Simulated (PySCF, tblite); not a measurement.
**C5H4F4: a rotation path, then NMR shifts on frames**

How do NMR shifts of C5H4F4 (`FC1=C(C(F)(F)F)CC1`) change as the atoms move?

Programs: tblite 0.8.0 and PySCF 2.14.0, with density-fitted response routines of our own. Each step states its level of theory. These are calculated values for one molecule in the gas phase, unless marked as measured. Atoms are numbered from 0 throughout.

**1. The molecule as given**

13 atoms, charge 0, multiplicity 1; geometry from: GFN2-xTB.

Bonds of the start (Å): F0–C1 1.32, C1–C2 1.33, C2–C3 1.48, C3–F4 1.35, C3–F5 1.35, C3–F6 1.34, C2–C7 1.51, C7–C8 1.55, C8–C1 1.50, C7–H9 1.09, C7–H10 1.09, C8–H11 1.09, C8–H12 1.09.

**2. A band between two rotamers with GFN2-xTB**

Job settings and geometry (Å):

```
{"job": {"kind": "neb", "xc": "GFN2-xTB", "basis": "xTB", "atoms": [4, 3, 2, 7], "turn": 120}, "charge": 0, "multiplicity": 1}
F     -0.305261     1.167906     2.120614
C     -0.451815     0.549059     0.961551
C      0.391881     0.016290     0.078623
C      1.864121    -0.139179    -0.034377
F      2.350769     0.449982    -1.144083
F      2.231025    -1.433097    -0.114738
F      2.523356     0.385876     1.003632
C     -0.730269    -0.408730    -0.843143
C     -1.695605     0.219393     0.199481
H     -0.828207    -1.484365    -0.969912
H     -0.726792     0.078139    -1.815540
H     -2.366814    -0.480309     0.692234
H     -2.260779     1.079521    -0.152071
```

With the program's defaults for keys left out, this is: GFN2-xTB climbing-image nudged elastic band, gas phase.

Started as:

```
> OMP_NUM_THREADS=1 python probes_run.py task.json out
```

The driver reads the jobs from task.json and runs them one after another.

Log:

```text
image   E - E0 / eV
  0       0.0000
  1       0.0014
  2       0.0043
  3       0.0072
  4       0.0086
  5       0.0074
  6       0.0046
  7       0.0018
  8      -0.0000
```

Run time: 7.4 s. Hardware: 1 thread of Intel Xeon at 2.50GHz, shared host.

The final band, with the dihedral F4–C3–C2–C7:

| image | dihedral (°) | energy (eV) | energy (kcal/mol) |
| --- | --- | --- | --- |
| 0 | 59 | 0.000 | 0.0 |
| 1 | 74 | 0.001 | 0.0 |
| 2 | 89 | 0.004 | 0.1 |
| 3 | 104 | 0.007 | 0.2 |
| 4 | 119 | 0.009 | 0.2 |
| 5 | 135 | 0.007 | 0.2 |
| 6 | 149 | 0.005 | 0.1 |
| 7 | 164 | 0.002 | 0.0 |
| 8 | 180 | 0.000 | 0.0 |

**3. NMR shieldings: image 0, PBE0/pcSseg-1**

Job settings and geometry (Å):

```
{"job": {"kind": "nmr", "xc": "PBE0", "basis": "pcSseg-1", "pop": false}, "charge": 0, "multiplicity": 1}
F     -0.305300     1.167900     2.120600
C     -0.451800     0.549100     0.961600
C      0.391900     0.016300     0.078600
C      1.864100    -0.139200    -0.034400
F      2.350800     0.450000    -1.144100
F      2.231000    -1.433100    -0.114700
F      2.523400     0.385900     1.003600
C     -0.730300    -0.408700    -0.843100
C     -1.695600     0.219400     0.199500
H     -0.828200    -1.484400    -0.969900
H     -0.726800     0.078100    -1.815500
H     -2.366800    -0.480300     0.692200
H     -2.260800     1.079500    -0.152100
```

Method: GIAO PBE0/pcSseg-1 NMR shielding, non-relativistic, gas phase.

Log:

```text
coarse grid: 12256 points
cycle   1  E = -591.3826991858  dE =  1.628e+00  |g| = 9.498e-01  |ddm| = 3.497e+00
cycle   2  E = -591.2462969572  dE =  1.364e-01  |g| = 1.375e+00  |ddm| = 1.310e+00
cycle   3  E = -591.5338471275  dE = -2.876e-01  |g| = 7.927e-02  |ddm| = 7.926e-01
cycle   4  E = -591.5344024900  dE = -5.554e-04  |g| = 5.825e-02  |ddm| = 9.795e-02
cycle   5  E = -591.5351274952  dE = -7.250e-04  |g| = 1.504e-02  |ddm| = 5.746e-02
cycle   6  E = -591.5351748264  dE = -4.733e-05  |g| = 3.405e-03  |ddm| = 1.806e-02
cycle   7  E = -591.5351771275  dE = -2.301e-06  |g| = 9.440e-04  |ddm| = 3.391e-03
final grid: 123944 points
cycle   8  E = -591.6143518455  dE = -4.954e-05  |g| = 8.017e-03  |ddm| = 3.181e-02
cycle   9  E = -591.6143406665  dE =  1.118e-05  |g| = 1.154e-02  |ddm| = 1.465e-02
cycle  10  E = -591.6143655255  dE = -2.486e-05  |g| = 1.111e-03  |ddm| = 8.794e-03
cycle  11  E = -591.6143657240  dE = -1.985e-07  |g| = 3.441e-04  |ddm| = 1.252e-03
cycle  12  E = -591.6143657423  dE = -1.822e-08  |g| = 1.481e-04  |ddm| = 4.233e-04
cycle  13  E = -591.6143657470  dE = -4.762e-09  |g| = 4.114e-05  |ddm| = 1.546e-04
cycle  14  E = -591.6143657474  dE = -3.376e-10  |g| = 8.896e-06  |ddm| = 3.582e-05
converged SCF energy = -591.6143657474

GIAO shielding tensors (ppm)
atom      isotropic    diamagn.    paramagn.     s11        s22        s33       span
  0 F      244.938     472.741    -227.803    107.415    265.437    361.962    254.547
  1 C       24.707     249.965    -225.258    -58.177     51.469     80.830    139.006
  2 C       72.854     265.765    -192.910     -8.705    112.904    114.364    123.069
  3 C       59.292     237.576    -178.283     53.419     60.585     63.874     10.455
  4 F      246.880     472.675    -225.795    158.598    240.332    341.709    183.110
  5 F      246.793     472.657    -225.864    158.512    240.307    341.560    183.048
  6 F      259.287     471.451    -212.163    176.352    252.477    349.033    172.682
  7 C      167.509     247.304     -79.794    150.788    168.363    183.377     32.588
  8 C      152.972     255.528    -102.556    140.349    154.231    164.337     23.988
  9 H       29.425      29.401       0.024     25.919     26.793     35.563      9.643
 10 H       29.428      29.409       0.020     25.921     26.801     35.563      9.642
 11 H       28.913      29.359      -0.445     25.655     26.308     34.777      9.122
 12 H       28.912      29.369      -0.457     25.657     26.313     34.764      9.107
```

Run time: 55 s. Hardware: 1 thread of Intel Xeon at 2.50GHz, shared host; peak memory 0.84 GiB.

The references, computed at this level on geometries of the same kind, shield at (ppm): 1H TMS 31.72, 13C TMS 186.9, 19F CFCl3 170.9. Their shielding less the atom's gives the shift. The references are single molecules in the gas phase, so shifts against H2O, NH3, PH3, H3PO4 or CFCl3 are not on the usual liquid scales and can be off by tens of ppm. Each atom is listed at this fixed geometry, with no averaging over motion; a spectrum would average atoms that exchange fast.

| atoms | environment | σ (ppm) | δ (ppm) |
| --- | --- | --- | --- |
| C1 | fully substituted alkene carbon | 24.7 | 162.2 |
| C3 | CF3 carbon | 59.3 | 127.6 |
| C2 | fully substituted alkene carbon | 72.9 | 114.1 |
| C8 | allylic sp3 CH2 | 153.0 | 34.0 |
| C7 | allylic sp3 CH2 | 167.5 | 19.4 |
| H12 | hydrogen on an allylic sp3 CH2 | 28.91 | 2.81 |
| H11 | hydrogen on an allylic sp3 CH2 | 28.91 | 2.80 |
| H9 | hydrogen on an allylic sp3 CH2 | 29.43 | 2.29 |
| H10 | hydrogen on an allylic sp3 CH2 | 29.43 | 2.29 |
| F0 | vinylic fluorine | 244.9 | -74.0 |
| F5 | fluorine of a CF3 group | 246.8 | -75.8 |
| F4 | fluorine of a CF3 group | 246.9 | -75.9 |
| F6 | fluorine of a CF3 group | 259.3 | -88.3 |

Ring of atoms C1, C2, C7, C8: NICS(0) -10.3, NICS(1) -3.4, NICS(1)zz -2.9 ppm (means of both faces).

**4. Nuclear shieldings: image 2, PBE0/pcSseg-1**

Job settings and geometry (Å):

```
{"job": {"kind": "nmr", "xc": "PBE0", "basis": "pcSseg-1", "pop": false}, "charge": 0, "multiplicity": 1}
F     -0.283900     1.396100     1.975800
C     -0.444700     0.648000     0.898200
C      0.391000     0.021300     0.071000
C      1.864500    -0.133000    -0.039200
F      2.428600     0.826600    -0.802800
F      2.199200    -1.302800    -0.607300
F      2.483300    -0.083500     1.148200
C     -0.739800    -0.509900    -0.782100
C     -1.695400     0.231800     0.192900
H     -0.832400    -1.593500    -0.783600
H     -0.750000    -0.138400    -1.803900
H     -2.361600    -0.408100     0.765900
H     -2.263200     1.045800    -0.250800
```

With the program's defaults for keys left out, this is: GIAO PBE0/pcSseg-1 NMR shielding, non-relativistic, gas phase.

Log:

```text
coarse grid: 12256 points
cycle   1  E = -591.3806132844  dE =  1.629e+00  |g| = 9.505e-01  |ddm| = 3.496e+00
cycle   2  E = -591.2437879749  dE =  1.368e-01  |g| = 1.377e+00  |ddm| = 1.311e+00
cycle   3  E = -591.5320252154  dE = -2.882e-01  |g| = 7.912e-02  |ddm| = 7.952e-01
cycle   4  E = -591.5325676813  dE = -5.425e-04  |g| = 5.857e-02  |ddm| = 9.825e-02
cycle   5  E = -591.5333025117  dE = -7.348e-04  |g| = 1.516e-02  |ddm| = 5.780e-02
cycle   6  E = -591.5333509663  dE = -4.845e-05  |g| = 3.288e-03  |ddm| = 1.812e-02
cycle   7  E = -591.5333531748  dE = -2.208e-06  |g| = 8.723e-04  |ddm| = 3.389e-03
final grid: 123944 points
cycle   8  E = -591.6133909950  dE = -5.051e-05  |g| = 8.433e-03  |ddm| = 2.986e-02
cycle   9  E = -591.6133784283  dE =  1.257e-05  |g| = 1.219e-02  |ddm| = 1.548e-02
cycle  10  E = -591.6134061082  dE = -2.768e-05  |g| = 1.139e-03  |ddm| = 9.256e-03
cycle  11  E = -591.6134063177  dE = -2.095e-07  |g| = 3.537e-04  |ddm| = 1.300e-03
cycle  12  E = -591.6134063367  dE = -1.898e-08  |g| = 1.488e-04  |ddm| = 4.294e-04
cycle  13  E = -591.6134063415  dE = -4.833e-09  |g| = 4.190e-05  |ddm| = 1.560e-04
cycle  14  E = -591.6134063419  dE = -3.567e-10  |g| = 8.836e-06  |ddm| = 3.530e-05
converged SCF energy = -591.6134063419

GIAO shielding tensors (ppm)
atom      isotropic    diamagn.    paramagn.     s11        s22        s33       span
  0 F      243.293     472.728    -229.434    106.391    263.175    360.314    253.922
  1 C       24.536     249.956    -225.420    -59.335     51.974     80.970    140.305
  2 C       72.227     265.662    -193.434    -11.199    112.129    115.752    126.951
  3 C       59.252     237.592    -178.340     52.655     60.387     64.714     12.059
  4 F      238.155     472.327    -234.172    153.182    224.671    336.614    183.432
  5 F      254.963     472.919    -217.956    171.963    246.451    346.476    174.513
  6 F      251.295     471.743    -220.448    171.924    238.666    343.294    171.370
  7 C      167.071     247.202     -80.131    149.745    168.359    183.108     33.363
  8 C      153.326     255.581    -102.255    141.272    154.448    164.258     22.987
  9 H       29.372      29.459      -0.087     25.810     26.812     35.494      9.684
 10 H       29.452      29.434       0.018     26.080     26.730     35.545      9.465
 11 H       28.947      29.353      -0.406     25.668     26.306     34.865      9.197
 12 H       28.930      29.374      -0.444     25.677     26.339     34.773      9.096
```

It took 52 s on 1 thread of Intel Xeon at 2.50GHz, shared host; peak memory 0.79 GiB.

This run: δ C1 162.4, C3 127.7, C2 114.7, C8 33.6, H12 2.79, H11 2.77 ppm.

**5. NMR shieldings: image 4, PBE0/pcSseg-1**

Job settings and geometry (Å):

```
{"job": {"kind": "nmr", "xc": "PBE0", "basis": "pcSseg-1", "pop": false}, "charge": 0, "multiplicity": 1}
F     -0.272100     1.613600     1.802900
C     -0.440000     0.743300     0.822300
C      0.391200     0.031000     0.062000
C      1.865500    -0.124800    -0.047000
F      2.489800     1.031000    -0.341500
F      2.195800    -0.994300    -1.012900
F      2.429800    -0.577700     1.087400
C     -0.745400    -0.601000    -0.710700
C     -1.695300     0.241700     0.184200
H     -0.832600    -1.678100    -0.588800
H     -0.766900    -0.348900    -1.767900
H     -2.351000    -0.333300     0.833300
H     -2.273200     0.998100    -0.341200
```

Level: GIAO PBE0/pcSseg-1 NMR shielding, non-relativistic, gas phase.

Log:

```text
coarse grid: 12256 points
cycle   1  E = -591.3811832464  dE =  1.629e+00  |g| = 9.516e-01  |ddm| = 3.498e+00
cycle   2  E = -591.2437354688  dE =  1.374e-01  |g| = 1.379e+00  |ddm| = 1.317e+00
cycle   3  E = -591.5329805970  dE = -2.892e-01  |g| = 7.889e-02  |ddm| = 8.009e-01
cycle   4  E = -591.5335044804  dE = -5.239e-04  |g| = 5.909e-02  |ddm| = 9.900e-02
cycle   5  E = -591.5342554748  dE = -7.510e-04  |g| = 1.524e-02  |ddm| = 5.841e-02
cycle   6  E = -591.5343047838  dE = -4.931e-05  |g| = 3.140e-03  |ddm| = 1.815e-02
cycle   7  E = -591.5343068869  dE = -2.103e-06  |g| = 7.587e-04  |ddm| = 3.390e-03
final grid: 123944 points
cycle   8  E = -591.6124539400  dE = -4.633e-05  |g| = 8.034e-03  |ddm| = 3.377e-02
cycle   9  E = -591.6124436289  dE =  1.031e-05  |g| = 1.127e-02  |ddm| = 1.500e-02
cycle  10  E = -591.6124681359  dE = -2.451e-05  |g| = 1.148e-03  |ddm| = 8.666e-03
cycle  11  E = -591.6124683381  dE = -2.022e-07  |g| = 3.162e-04  |ddm| = 1.254e-03
cycle  12  E = -591.6124683517  dE = -1.362e-08  |g| = 1.359e-04  |ddm| = 3.893e-04
cycle  13  E = -591.6124683556  dE = -3.868e-09  |g| = 4.334e-05  |ddm| = 1.518e-04
cycle  14  E = -591.6124683560  dE = -4.075e-10  |g| = 8.564e-06  |ddm| = 3.705e-05
converged SCF energy = -591.6124683560

GIAO shielding tensors (ppm)
atom      isotropic    diamagn.    paramagn.     s11        s22        s33       span
  0 F      241.428     472.726    -231.298    104.664    261.628    357.993    253.329
  1 C       24.368     249.901    -225.533    -60.190     52.292     81.003    141.193
  2 C       71.576     265.581    -194.005    -13.663    111.224    117.168    130.830
  3 C       59.244     237.646    -178.402     52.148     60.010     65.575     13.428
  4 F      237.813     472.175    -234.362    161.422    217.355    334.663    173.241
  5 F      258.908     472.960    -214.052    180.764    245.729    350.232    169.467
  6 F      238.363     472.089    -233.726    162.037    218.558    334.494    172.457
  7 C      166.624     247.089     -80.465    148.579    168.554    182.739     34.160
  8 C      153.609     255.616    -102.006    142.333    154.452    164.043     21.710
  9 H       29.389      29.470      -0.081     25.956     26.736     35.475      9.519
 10 H       29.399      29.500      -0.101     25.966     26.770     35.460      9.494
 11 H       28.957      29.325      -0.367     25.669     26.321     34.882      9.213
 12 H       28.949      29.364      -0.415     25.704     26.320     34.822      9.118
```

It took 57 s on 1 thread of Intel Xeon at 2.50GHz, shared host; peak memory 0.78 GiB.

Key values: δ C1 162.6, C3 127.7, C2 115.3, C8 33.3, H12 2.77, H11 2.76 ppm.

**6. NMR shieldings: image 6, PBE0/pcSseg-1**

Job settings and geometry (Å):

```
{"job": {"kind": "nmr", "xc": "PBE0", "basis": "pcSseg-1", "pop": false}, "charge": 0, "multiplicity": 1}
F     -0.267000     1.809000     1.609400
C     -0.437000     0.830600     0.737300
C      0.392200     0.042200     0.053700
C      1.865700    -0.115300    -0.053500
F      2.525900     1.032700     0.154900
F      2.226300    -0.559700    -1.268400
F      2.360300    -1.006000     0.831200
C     -0.747000    -0.681700    -0.629400
C     -1.694700     0.250500     0.174400
H     -0.827000    -1.738200    -0.385100
H     -0.779100    -0.550700    -1.708000
H     -2.338700    -0.252400     0.891500
H     -2.284300     0.939500    -0.425500
```

With the program's defaults for keys left out, this is: GIAO PBE0/pcSseg-1 NMR shielding, non-relativistic, gas phase.

Log:

```text
coarse grid: 12256 points
cycle   1  E = -591.3814393097  dE =  1.628e+00  |g| = 9.507e-01  |ddm| = 3.497e+00
cycle   2  E = -591.2444028394  dE =  1.370e-01  |g| = 1.377e+00  |ddm| = 1.312e+00
cycle   3  E = -591.5329268269  dE = -2.885e-01  |g| = 7.922e-02  |ddm| = 7.956e-01
cycle   4  E = -591.5334693595  dE = -5.425e-04  |g| = 5.872e-02  |ddm| = 9.852e-02
cycle   5  E = -591.5342085932  dE = -7.392e-04  |g| = 1.518e-02  |ddm| = 5.797e-02
cycle   6  E = -591.5342571701  dE = -4.858e-05  |g| = 3.280e-03  |ddm| = 1.813e-02
cycle   7  E = -591.5342593739  dE = -2.204e-06  |g| = 8.708e-04  |ddm| = 3.386e-03
final grid: 123944 points
cycle   8  E = -591.6134036337  dE = -4.988e-05  |g| = 8.145e-03  |ddm| = 3.309e-02
cycle   9  E = -591.6133930470  dE =  1.059e-05  |g| = 1.144e-02  |ddm| = 1.504e-02
cycle  10  E = -591.6134180664  dE = -2.502e-05  |g| = 1.114e-03  |ddm| = 8.625e-03
cycle  11  E = -591.6134182557  dE = -1.893e-07  |g| = 3.289e-04  |ddm| = 1.238e-03
cycle  12  E = -591.6134182705  dE = -1.481e-08  |g| = 1.316e-04  |ddm| = 3.884e-04
cycle  13  E = -591.6134182741  dE = -3.582e-09  |g| = 4.244e-05  |ddm| = 1.468e-04
cycle  14  E = -591.6134182745  dE = -3.904e-10  |g| = 9.161e-06  |ddm| = 3.789e-05
converged SCF energy = -591.6134182745

GIAO shielding tensors (ppm)
atom      isotropic    diamagn.    paramagn.     s11        s22        s33       span
  0 F      243.070     472.733    -229.663    106.081    262.844    360.286    254.204
  1 C       24.394     249.976    -225.583    -59.578     51.825     80.933    140.511
  2 C       72.168     265.665    -193.497    -11.292    111.973    115.822    127.114
  3 C       59.228     237.615    -178.387     52.608     60.437     64.640     12.032
  4 F      250.765     471.797    -221.032    171.249    237.670    343.377    172.128
  5 F      254.808     472.962    -218.154    171.894    246.127    346.404    174.510
  6 F      238.459     472.229    -233.770    153.826    225.180    336.371    182.545
  7 C      167.065     247.195     -80.129    149.748    168.407    183.040     33.291
  8 C      153.309     255.581    -102.272    141.334    154.408    164.187     22.853
  9 H       29.449      29.418       0.031     26.076     26.708     35.563      9.488
 10 H       29.382      29.490      -0.109     25.818     26.848     35.478      9.660
 11 H       28.936      29.335      -0.399     25.647     26.335     34.827      9.181
 12 H       28.936      29.385      -0.449     25.702     26.300     34.805      9.103
```

Wall time 59 s (1 thread of Intel Xeon at 2.50GHz, shared host); peak memory 0.78 GiB.

Key values: δ C1 162.5, C3 127.7, C2 114.8, C8 33.6, H12 2.78, H11 2.78 ppm.

**7. Nuclear shieldings: image 8, PBE0/pcSseg-1**

Job settings and geometry (Å):

```
{"job": {"kind": "nmr", "xc": "PBE0", "basis": "pcSseg-1", "pop": false}, "charge": 0, "multiplicity": 1}
F     -0.274700     1.979500     1.402800
C     -0.436900     0.911500     0.640600
C      0.394000     0.057500     0.044300
C      1.866100    -0.109100    -0.058900
F      2.544100     0.832400     0.605400
F      2.291000    -0.067500    -1.336800
F      2.275700    -1.298400     0.424200
C     -0.744300    -0.749700    -0.540800
C     -1.694000     0.258500     0.162100
H     -0.809900    -1.771600    -0.174900
H     -0.792400    -0.744100    -1.626900
H     -2.319700    -0.163700     0.944900
H     -2.303200     0.865300    -0.503900
```

Level: GIAO PBE0/pcSseg-1 NMR shielding, non-relativistic, gas phase.

Log:

```text
coarse grid: 12256 points
cycle   1  E = -591.3830301996  dE =  1.628e+00  |g| = 9.502e-01  |ddm| = 3.497e+00
cycle   2  E = -591.2464311277  dE =  1.366e-01  |g| = 1.376e+00  |ddm| = 1.310e+00
cycle   3  E = -591.5342885490  dE = -2.879e-01  |g| = 7.945e-02  |ddm| = 7.926e-01
cycle   4  E = -591.5348457862  dE = -5.572e-04  |g| = 5.844e-02  |ddm| = 9.825e-02
cycle   5  E = -591.5355760706  dE = -7.303e-04  |g| = 1.504e-02  |ddm| = 5.762e-02
cycle   6  E = -591.5356233851  dE = -4.731e-05  |g| = 3.402e-03  |ddm| = 1.804e-02
cycle   7  E = -591.5356256784  dE = -2.293e-06  |g| = 9.433e-04  |ddm| = 3.382e-03
final grid: 123944 points
cycle   8  E = -591.6143391512  dE = -4.914e-05  |g| = 7.994e-03  |ddm| = 3.115e-02
cycle   9  E = -591.6143280271  dE =  1.112e-05  |g| = 1.150e-02  |ddm| = 1.482e-02
cycle  10  E = -591.6143529157  dE = -2.489e-05  |g| = 1.125e-03  |ddm| = 8.879e-03
cycle  11  E = -591.6143531188  dE = -2.031e-07  |g| = 3.361e-04  |ddm| = 1.261e-03
cycle  12  E = -591.6143531357  dE = -1.693e-08  |g| = 1.491e-04  |ddm| = 4.112e-04
cycle  13  E = -591.6143531405  dE = -4.809e-09  |g| = 4.169e-05  |ddm| = 1.573e-04
cycle  14  E = -591.6143531409  dE = -3.497e-10  |g| = 8.799e-06  |ddm| = 3.542e-05
converged SCF energy = -591.6143531409

GIAO shielding tensors (ppm)
atom      isotropic    diamagn.    paramagn.     s11        s22        s33       span
  0 F      244.759     472.740    -227.981    107.037    265.543    361.697    254.659
  1 C       24.748     249.949    -225.200    -57.959     51.381     80.823    138.781
  2 C       72.949     265.725    -192.777     -8.477    112.866    114.458    122.935
  3 C       59.294     237.558    -178.263     53.433     60.612     63.837     10.404
  4 F      259.336     471.436    -212.100    176.479    252.548    348.980    172.501
  5 F      246.831     472.671    -225.840    158.568    240.223    341.702    183.133
  6 F      246.656     472.661    -226.005    158.313    240.048    341.607    183.294
  7 C      167.549     247.308     -79.759    150.789    168.455    183.402     32.613
  8 C      153.061     255.553    -102.492    140.564    154.270    164.349     23.785
  9 H       29.432      29.409       0.023     25.928     26.797     35.571      9.643
 10 H       29.435      29.414       0.021     25.922     26.811     35.572      9.650
 11 H       28.921      29.375      -0.453     25.659     26.322     34.784      9.125
 12 H       28.917      29.367      -0.450     25.662     26.313     34.777      9.115
```

It took 53 s on 1 thread of Intel Xeon at 2.50GHz, shared host; peak memory 0.78 GiB.

This run: δ C1 162.2, C3 127.6, C2 114.0, C8 33.9, H12 2.80, H11 2.80 ppm.

**8. Run by run: NMR shifts**

Shifts (ppm) of some atoms, chosen among heavy atoms and hydrogens apart, with basis size and wall time:

```csv
frame,C2,H9,H10,F0,F5,F4,F6,functions,time
image 0,114.1,2.29,2.29,-74.0,-75.8,-75.9,-88.3,173,55 s
image 2,114.7,2.34,2.27,-72.3,-84.0,-67.2,-80.3,173,52 s
image 4,115.3,2.33,2.32,-70.5,-88.0,-66.9,-67.4,173,57 s
image 6,114.8,2.27,2.34,-72.1,-83.9,-79.8,-67.5,173,59 s
image 8,114.0,2.28,2.28,-73.8,-75.9,-88.4,-75.7,173,53 s
```

**9. Outcome**

```
                                         quantity                                value
                                          barrier   0.009 eV (0.2 kcal/mol) at image 4
                            end to end (GFN2-xTB)                             0.000 eV
  13C shifts against TMS (PBE0/pcSseg-1, image 0)  162.2, 127.6, 114.1, 34.0, 19.4 ppm
   1H shifts against TMS (PBE0/pcSseg-1, image 0)           2.81, 2.80, 2.29, 2.29 ppm
19F shifts against CFCl3 (PBE0/pcSseg-1, image 0)       -74.0, -75.8, -75.9, -88.3 ppm
                         range of the shift of F4                   -88.4 to -66.9 ppm
```

**Reading.** Along the band the dihedral turns by 121°, and the top (dihedral 119°) lies 0.2 kcal/mol above the start (GFN2-xTB, rough), so at room temperature this motion is fast. The top was not checked by a frequency run. Shifts at one fixed geometry are not the observed spectrum, which averages over the motion. In the first frame run (image 0): Shielding is most anisotropic at F0 (span 255 ppm, paramagnetic term -228 ppm). In ppm, F4 moves most: its shift spreads over 21.5 ppm, from -88.4 (image 8) to -66.9 (image 4).
